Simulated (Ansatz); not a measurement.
# Si2Mo: stress in a strained cell

Si2Mo is deformed so: zz strain of +1 %. What stress and forces result, by LAPW, PAW and all-electron datasets made for the crystal?

Program: Ansatz 0.2.0. Level of theory: DFT PBEsol, scalar-relativistic. These are calculated values, not measurements.

### Step 1. The starting structure

Symmetry: I4/mmm, No. 139, tetragonal system. The conventional cell has a = 3.200 Å, b = 3.200 Å, c = 7.861 Å, α = 90.00°, β = 90.00°, γ = 90.00°. Si (site symmetry 4mm) is surrounded by 5 Si at 2.61 to 2.63 Å and 5 Mo at 2.62 Å. Mo (site symmetry 4/mmm) has 10 Si at 2.62 Å as nearest neighbours.

Structure file:

```cif
data_structure
_symmetry_space_group_name_H-M 'P 1'
_symmetry_Int_Tables_number 1
_cell_length_a 4.5353
_cell_length_b 4.5353
_cell_length_c 4.5353
_cell_angle_alpha 138.684
_cell_angle_beta 138.684
_cell_angle_gamma 59.857
_cell_volume 40.25
loop_
_atom_site_label
_atom_site_type_symbol
_atom_site_fract_x
_atom_site_fract_y
_atom_site_fract_z
_atom_site_occupancy
Si1 Si 0.33300 0.33300 0.00000 1
Si2 Si 0.66700 0.66700 0.00000 1
Mo1 Mo 0.00000 0.00000 0.00000 1
```

Atoms are numbered in the order of the input: Si1, Si2, Mo3.

### Step 2. The deformed structure

Space group I4/mmm before, I4/mmm after.

### Step 3. LAPW, all electrons

Contents of input.yaml:

```yaml
crystal:
  lattice:
    - [-1.6, 1.6, 3.969805]
    - [1.6, -1.6, 3.969805]
    - [1.6, 1.6, -3.969805]
  atoms:
    - { symbol: Si, position: [0.333, 0.333, 0.0] }
    - { symbol: Si, position: [0.667, 0.667, 0.0] }
    - { symbol: Mo, position: [0.0, 0.0, 0.0] }
kpoints:
  mp_grid: { grid: [12, 12, 16] }
  band_path:
    path:
      - [0.0, 0.0, 0.0]
      - [0.0, 0.0, 0.5]
      - [0.25, 0.25, 0.25]
      - [0.0, 0.5, 0.0]
      - [0.0, 0.0, 0.0]
      - [0.5, 0.5, -0.5]
      - [0.2906108075, 0.7093891925, -0.2906108075]
      - [-0.2906108075, 0.2906108075, 0.2906108075]
      - [0.0, 0.0, 0.0]
    npoints: 5
scf:
  occupations: { method: fermi_dirac, width: 0.03 }
hamiltonian:
  xc: pbesol
  pseudopotentials: { kind: all_electron, lapw: { basis_error: 0.001 } }
output:
  forces: true
  stress: true
  eigenvalues: true
```

On the command line:

```bash
$ ansatz run input.yaml --threads 1 --pin off --max-ram 6144MiB --backend cpu --events-out ev --progress --plain --runs-dir out
```

### Step 4. PAW on the default files

Contents of input.yaml:

```yaml
crystal:
  lattice:
    - [-1.6, 1.6, 3.969805]
    - [1.6, -1.6, 3.969805]
    - [1.6, 1.6, -3.969805]
  atoms:
    - { symbol: Si, position: [0.333, 0.333, 0.0] }
    - { symbol: Si, position: [0.667, 0.667, 0.0] }
    - { symbol: Mo, position: [0.0, 0.0, 0.0] }
kpoints:
  mp_grid: { grid: [12, 12, 16] }
scf:
  occupations: { method: fermi_dirac, width: 0.03 }
hamiltonian:
  xc: pbesol
  pseudopotentials: { kind: paw }
output:
  forces: true
  stress: true
  eigenvalues: true
  efg: { contact_densities: true }
```

### Step 5. Datasets made for this crystal

input.yaml, as its differences from that of step 4:

```diff
@@ -15,3 +15,3 @@
   xc: pbesol
-  pseudopotentials: { kind: paw }
+  pseudopotentials: { kind: all_electron, datasets: crystal }
 output:
```

(Steps that only read results are left out.)

Q: Predict the outcome of this session. Wanted: pressure; largest shear or deviatoric stress.

As calculated:

| quantity | value |
| --- | --- |
| pressure | LAPW -4.91, PAW -4.96, crystal datasets -4.91 GPa |
| largest shear or deviatoric stress (LAPW) | 3.52 GPa |

**Reading.** The largest part of the stress beyond the pressure is 3.52 GPa in size, in the zz component; the atoms are carried along and not relaxed. No run of the undeformed cell stands beside it, so the pressure holds what the given cell had before the change. PAW: stress within 0.04 GPa of LAPW, forces within 1 meV/Å. Crystal datasets: stress within 0.01 GPa of LAPW, forces within 1 meV/Å. The k mesh doesn't keep the crystal's whole symmetry, which leaves small spurious terms.
